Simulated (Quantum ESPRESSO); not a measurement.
**MoSe in Quantum ESPRESSO: the effect of functional**

The system is MoSe.

```xyz
2
Lattice="3.5002 0.0000 0.0000 0.0000 3.5002 0.0000 0.0000 0.0000 3.5002" Properties=species:S:1:pos:R:3 pbc="T T T"
Mo    0.0000    0.0000    0.0000
Se    1.7501    1.7501    1.7501
```

The cell was built by a generator and needn't be a form met in nature.

Alike in all runs:

| Item | Value |
| --- | --- |
| Program | Quantum ESPRESSO 7.5 |
| Task | phonons |
| Cutoff | 612 eV |
| Density cutoff | 4898 eV |
| k mesh | 4 × 4 × 4, shifted |
| Occupations | fermi-dirac, width 0.05 eV |
| Spin | no spin polarisation |

Each run relaxes the cell or the atoms first.

| functional | potentials or basis | relaxed volume (Å³/atom) | highest phonon frequency (cm⁻¹) |
| --- | --- | --- | --- |
| LDA | GBRV 1.5 LDA | 15.04 | 170 |
| PBE | GBRV 1.5 PBE | 15.87 | 154 |
| PBEsol | GBRV 1.5 PBEsol | ? | ? |

Task: What does the run with functional PBEsol give?

Result: Relaxed volume 15.29 Å³/atom; highest phonon frequency 167 cm⁻¹.

Caveats: all runs use coarse meshes; the mesh is thin for the phonons of a metal; the volume moved by over 15 % at a fixed basis, so the end points are rough.
